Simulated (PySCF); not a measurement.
# BeSe: bond curves at several levels of theory

An exercise on one series of results from a longer session: the logs are not shown, and one member is left open.

Program: PySCF 2.14.0. Level of theory: Be aug-cc-pVDZ, Se aug-cc-pVDZ-PP with ECP10, scalar-relativistic core potentials. These are calculated values, not measurements.

The first run:

Settings of the job:

```
atoms                         : Be, Se
charge                        : 0
basis                         : Be aug-cc-pVDZ, Se aug-cc-pVDZ-PP with ECP10
Hamiltonian                   : scalar-relativistic core potentials
basis functions               : 55
electrons treated             : 28
masses in u                   : 9.0122, 79.9165
levels                        : PBE0, PBE, r²SCAN, M06-L, B2PLYP, TPSS, CAM-B3LYP, HF, MP2, SCS-MP2, CCSD, CCSD(T)
grid                          : 80 radial by 434 angular points
occupations                   : held fixed by the projection of orbital angular momentum
dissociation limit            : Be + Se, each in its ground configuration
starting distance in angstrom : 2.075
values of 2S to try           : 0, 2
```

Run with:

```bash
$ OMP_NUM_THREADS=1 python dia.py task.json out
```

Steps of the session up to this table: Input; PBE0 along the bond; Other states along the same grid; PBE (GGA); r²SCAN (meta-GGA); M06-L (meta-GGA); B2PLYP; TPSS (meta-GGA); CAM-B3LYP (range-separated hybrid); RHF (mean field); Adding correlation.

One of the session's tables, all rows but one given; the rest of the session is left out.

It belongs to the step «The curves together». Energy (eV) from each level's lowest point:

```
R (Å)    RHF  RHF-MP2  RHF-SCS-MP2  RHF-CCSD  RHF-CCSD(T)
1.612  1.066    1.259        1.253       n/a          n/a
1.687  0.464    0.601        0.597     0.572        0.616
1.762  0.133    0.215        0.213     0.198        0.225
1.818      ?        ?            ?         ?            ?
1.874  0.000    0.000        0.000     0.000        0.000
1.930  0.048    0.012        0.011     0.017        0.004
2.005  0.191    0.116        0.113     0.122        0.093
2.099  0.453    0.353        0.343     0.342        0.299
2.211  0.827    0.746        0.719     0.679        0.630
2.361  1.330    1.370        1.305       n/a          n/a
```

Estimate the missing values for R (Å) = 1.818.

Worked estimate for «RHF». A straight line through the neighbours (1.762, 0.133) and (1.874, 0.000) gives 0.133 + (0.000 − 0.133) × (1.818 − 1.762) / (1.874 − 1.762) = 0.067; a parabola fitted to 4 rows on both sides gives 0.018.

The run gave: RHF: 0.022; RHF-MP2: 0.062; RHF-SCS-MP2: 0.061; RHF-CCSD: 0.054; RHF-CCSD(T): 0.067. In «RHF» the line misses by +0.045 and the parabola by -0.004.
